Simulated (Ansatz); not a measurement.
# ZrN₄H₈: how energies converge with the basis set

One table from this session's results is given with a row withheld; the runs are named, their logs left out.

Method: one geometry, several basis sets; program: Ansatz 0.2.0, Gaussian basis.

The runs, in order: PBE0-D4/def2-SVP; ωB97M-V/def2-SVP; PBE0-D4/def2-QZVPP; ωB97M-V/def2-QZVPP; the functionals' def2-TZVPP values are taken from earlier runs.

### The relaxed structure

All runs share one geometry, relaxed beforehand with PBE0-D4 in a triple-zeta def2 set. Zr takes the def2 core potential; no spin-orbit term is included.

SMILES `[NH2][Zr]([NH2])([NH2])[NH2]`, 13 atoms, charge 0, spin multiplicity 1.

Atoms are counted from 1 here; the program's logs count them from 0.

Bond lengths: N1–Zr2 2.048 Å, N1–H6 1.010 Å, N1–H7 1.012 Å, Zr2–N3 2.048 Å, Zr2–N4 2.049 Å, Zr2–N5 2.048 Å, N3–H8 1.010 Å, N3–H9 1.012 Å, N4–H10 1.012 Å, N4–H11 1.010 Å, N5–H12 1.012 Å, N5–H13 1.010 Å. Angles: Zr2–N1–H6 127.4°, Zr2–N1–H7 124.0°, H6–N1–H7 108.5°, N1–Zr2–N3 109.8°, N1–Zr2–N4 108.7°, N1–Zr2–N5 109.9°, N3–Zr2–N4 109.9°, N3–Zr2–N5 108.7°, N4–Zr2–N5 109.9°, Zr2–N3–H8 127.3°, Zr2–N3–H9 124.0°, H8–N3–H9 108.4°, Zr2–N4–H10 124.0°, Zr2–N4–H11 127.3°, H10–N4–H11 108.4°, Zr2–N5–H12 124.0°, Zr2–N5–H13 127.3°, H12–N5–H13 108.4°.

The first run:

The input, in.yaml:

```yaml
crystal:
  periodic: [false, false, false]
  atoms:
    - {symbol: N, position_ang: [-1.790460, 0.922770, -0.370149]}
    - {symbol: Zr, position_ang: [0.000488, 0.000225, 0.000171]}
    - {symbol: N, position_ang: [-0.267385, -1.520927, 1.345659]}
    - {symbol: N, position_ang: [0.728909, -0.748832, -1.761888]}
    - {symbol: N, position_ang: [1.328463, 1.347035, 0.786649]}
    - {symbol: H, position_ang: [-2.649973, 0.824588, 0.151298]}
    - {symbol: H, position_ang: [-1.972348, 1.498521, -1.181710]}
    - {symbol: H, position_ang: [-0.263763, -2.513317, 1.157164]}
    - {symbol: H, position_ang: [-0.339077, -1.385542, 2.345523]}
    - {symbol: H, position_ang: [0.156484, -1.196835, -2.465328]}
    - {symbol: H, position_ang: [1.669977, -0.667436, -2.119874]}
    - {symbol: H, position_ang: [2.160051, 1.086953, 1.300465]}
    - {symbol: H, position_ang: [1.238635, 2.352808, 0.812029]}
basis:
  gaussian: {orbitals: def2-SVP}
hamiltonian: {xc: pbe0, dispersion: d4}
output: {orbitals: {seedname: orbitals}}
```

Run with:

```
$ ansatz run in.yaml --threads 2 --pin off --events-out ev --progress --plain --max-ram 22528MiB --backend cpu
```

Among the steps run: PBE0-D4 in def2-SVP; ωB97M-V in def2-SVP; PBE0-D4 in def2-QZVPP; ωB97M-V in def2-QZVPP.

One of the session's tables, all rows but one given; the rest of the session is left out.

It belongs to the step «Functionals by basis». 

| functional | basis | HOMO (eV) | LUMO (eV) |
| --- | --- | --- | --- |
| PBE0-D4 | def2-SVP | -6.48 | 0.17 |
| PBE0-D4 | def2-TZVPP | -6.72 | -0.06 |
| PBE0-D4 | def2-QZVPP | ? | ? |
| ωB97M-V | def2-SVP | -8.86 | 1.18 |
| ωB97M-V | def2-TZVPP | -9.11 | 0.91 |
| ωB97M-V | def2-QZVPP | -9.17 | 0.59 |

Q: Estimate the row for PBE0-D4, def2-QZVPP from the others.

As computed: HOMO (eV): -6.78; LUMO (eV): -0.23. In the column «HOMO (eV)» it lies between ωB97M-V, def2-SVP (-8.86) and PBE0-D4, def2-TZVPP (-6.72).
